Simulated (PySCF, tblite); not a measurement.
**C₅H₉F₃PSi+: infrared bands and NMR shifts**

Wanted: the infrared bands and NMR shifts of C₅H₉F₃PSi+ (`C[C@@H]1[C@H]([SiH3])[P@@H+]1C(F)=C(F)F`), by calculation.

Computed with tblite 0.8.0 and PySCF 2.14.0, with density-fitted response routines of our own, on a single molecule in the gas phase. Atoms count from 0, in the outputs and in this text.

## Step 1: The molecule as given

19 atoms, charge 1, multiplicity 1; geometry from: GFN2-xTB.

Bonds of the start (Å): C0–C1 1.46, C1–C2 1.41, C2–Si3 1.98, C2–P4 1.92, P4–C5 1.82, C5–F6 1.34, C5–C7 1.34, C7–F8 1.30, C7–F9 1.32, P4–C1 2.35, C0–H10 1.09, C0–H11 1.09, C0–H12 1.10, C1–H13 1.09, C2–H14 1.09, Si3–H15 1.46, Si3–H16 1.46, Si3–H17 1.46, P4–H18 1.40.

## Step 2: Harmonic vibrations with GFN2-xTB

Job settings and geometry (Å):

```
{"job": {"kind": "ir", "xc": "GFN2-xTB", "basis": "xTB"}, "charge": 1, "multiplicity": 1}
C     -0.125873    -0.994548    -1.395269
C     -0.613324    -1.299944    -0.049287
C     -1.206275    -0.382265     0.845418
Si    -2.102550     1.303350     0.338154
P      0.522569    -0.133940     1.648125
C      1.466521     0.873060     0.465149
F      0.997355     2.123907     0.328451
C      2.644891     0.545598    -0.077393
F      3.403791     1.304903    -0.813198
F      3.124874    -0.679365     0.036256
H     -0.074915     0.068240    -1.611897
H      0.826027    -1.482683    -1.609880
H     -0.839927    -1.446109    -2.093789
H     -0.603921    -2.356549     0.212382
H     -1.772838    -0.863777     1.646878
H     -1.425361     1.843201    -0.835932
H     -1.975879     2.130511     1.529286
H     -3.437513     0.799565     0.036123
H      1.182544    -1.343904     1.392962
```

**Question.** This job is followed by: GIAO PBE0/pcSseg-1 NMR shielding, non-relativistic, gas phase. Predict these results of the whole session: strongest single infrared mode (GFN2-xTB); zero-point energy (GFN2-xTB); 13C shifts against TMS (PBE0/pcSseg-1); 1H shifts against TMS (PBE0/pcSseg-1, means over atoms taken as alike); 29Si shifts against TMS (PBE0/pcSseg-1); 31P shifts against H3PO4 (PBE0/pcSseg-1); 19F shifts against CFCl3 (PBE0/pcSseg-1).

**Answer**, as computed:

| quantity | value |
| --- | --- |
| strongest single infrared mode (GFN2-xTB) | 1688 cm⁻¹, 394 km/mol |
| zero-point energy (GFN2-xTB) | 75.6 kcal/mol |
| 13C shifts against TMS (PBE0/pcSseg-1) | 190.3, 176.5, 129.6, 67.0, 30.4 ppm |
| 1H shifts against TMS (PBE0/pcSseg-1, means over atoms taken as alike) | 8.21, 4.78, 4.64, 4.27, 2.85 ppm |
| 29Si shifts against TMS (PBE0/pcSseg-1) | -65.0 ppm |
| 31P shifts against H3PO4 (PBE0/pcSseg-1) | -176.7 ppm |
| 19F shifts against CFCl3 (PBE0/pcSseg-1) | -53.0, -93.3, -198.0 ppm |

**Reading.** All 51 modes are real, so the xTB geometry is a minimum. The strongest single mode, at 1688 cm⁻¹, moves mainly C7 and C5. GFN2-xTB is a fitted tight-binding method: band positions and strengths are rough. Its intensities can rank the bands wrongly. At PBE0/pcSseg-1: The largest span, 543 ppm, is at P4, where the paramagnetic term is -472 ppm.
